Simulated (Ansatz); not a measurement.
GaGe3 under changes of volume

One of the cells (19.430 Å³/atom); the others are scaled copies at fixed shape and fractional positions:

```
Ge Ga
1.0
     0.00000    3.38717    3.38717
     3.38717    0.00000    3.38717
     3.38717    3.38717    0.00000
Ge Ga
3 1
Direct
  0.50000 0.50000 0.50000
  0.75000 0.75000 0.75000
  0.25000 0.25000 0.25000
  0.00000 0.00000 0.00000
```

The cell comes from a database or a generator and needn't be the stable form of this composition.

| Property | Result |
| --- | --- |
| Program | Ansatz 0.2.0 |
| Functional | r2SCAN |
| Potentials or basis | Ansatz PAW |
| Cutoff | 500 eV (not typed: the program's choice for these potentials) |
| k mesh | 7 × 7 × 7 |
| Occupations | fermi-dirac, width 0.05 eV |
| Spin | no spin polarisation |

| volume (Å³/atom) | energy over the lowest point (meV/atom) | pressure (GPa) |
| --- | --- | --- |
| 18.264 | 2.16 | 1.7 |
| 18.653 | 0.00 | 0.1 |
| 19.042 | 1.48 | -1.3 |
| 19.430 | ? | ? |
| 19.819 | 13.75 | -3.6 |
| 20.208 | 23.81 | -4.6 |
| 20.596 | 36.06 | -5.4 |

What does the run at 19.430 Å³/atom give?

Energy over the lowest point 6.18 meV/atom; pressure -2.5 GPa.

Worked out: A Birch-Murnaghan fit of order 3 (a polynomial in V^(-2/3)) to the other rows has its minimum at 18.68 Å³/atom with B0 = V·E''(V) = 72 GPa and B' = 5.0. It gives 6.19 meV/atom at 19.430 Å³/atom, against the run's 6.18, and -dE/dV = -2.6 GPa, against -2.5.

Energies are extrapolated to zero smearing.

Caveats: the PAW data sets come from PBE, with cores solved anew for the run's functional, which leaves a small shift of forces and pressure.
